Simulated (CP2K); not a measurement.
**NbTe under changes of volume**

One of the cells (21.934 Å³/atom); the others are scaled copies at fixed shape and fractional positions:

```
Te Nb
1.0
     3.70297    0.00000    0.00000
    -1.85149    3.20687    0.00000
     0.00000    0.00000    3.69421
Te Nb
1 1
Direct
  0.66667 0.33333 0.00000
  0.00000 0.00000 0.50000
```

The cell comes from a database or a generator and needn't be the stable form of this composition.

```yaml
Program: CP2K 2026.2
Functional: PBE
Potentials_or_basis: POTENTIAL_UZH Te GTH-PBE-q6, Nb GTH-PBE-q13; TZVP-MOLOPT-PBE-GTH basis
Density_cutoff: 6123 eV
k_mesh: 8 × 8 × 7
Occupations: fermi-dirac, width 0.05 eV
Spin: no spin polarisation
```

| volume (Å³/atom) | energy over the lowest point (meV/atom) | pressure (GPa) |
| --- | --- | --- |
| 20.618 | 49.98 | 10.8 |
| 21.057 | 25.23 | 7.4 |
| 21.496 | 9.25 | 4.4 |
| 21.934 | ? | ? |
| 22.373 | 0.00 | -0.7 |
| 22.812 | 5.15 | -2.9 |
| 23.250 | 15.91 | -4.8 |

Problem. What does the run at 21.934 Å³/atom give?

Solution. Energy over the lowest point 1.12 meV/atom; pressure 1.7 GPa.

Worked out: A Birch-Murnaghan fit of order 3 (a polynomial in V^(-2/3)) to the other rows has its minimum at 22.23 Å³/atom with B0 = V·E''(V) = 120 GPa and B' = 4.6 at fixed shape and positions, which overstates the stiffness. It gives 1.13 meV/atom at 21.934 Å³/atom, against the run's 1.12, and -dE/dV = 1.6 GPa, against 1.7.

Energies are extrapolated to zero smearing.

Caveats: with these potentials and basis sets, volumes of gold and of layered tellurides can stand 1.5 % and more from those of plane-wave programs; the basis of atomic orbitals isn't converged, which shifts pressures, moduli and gaps.
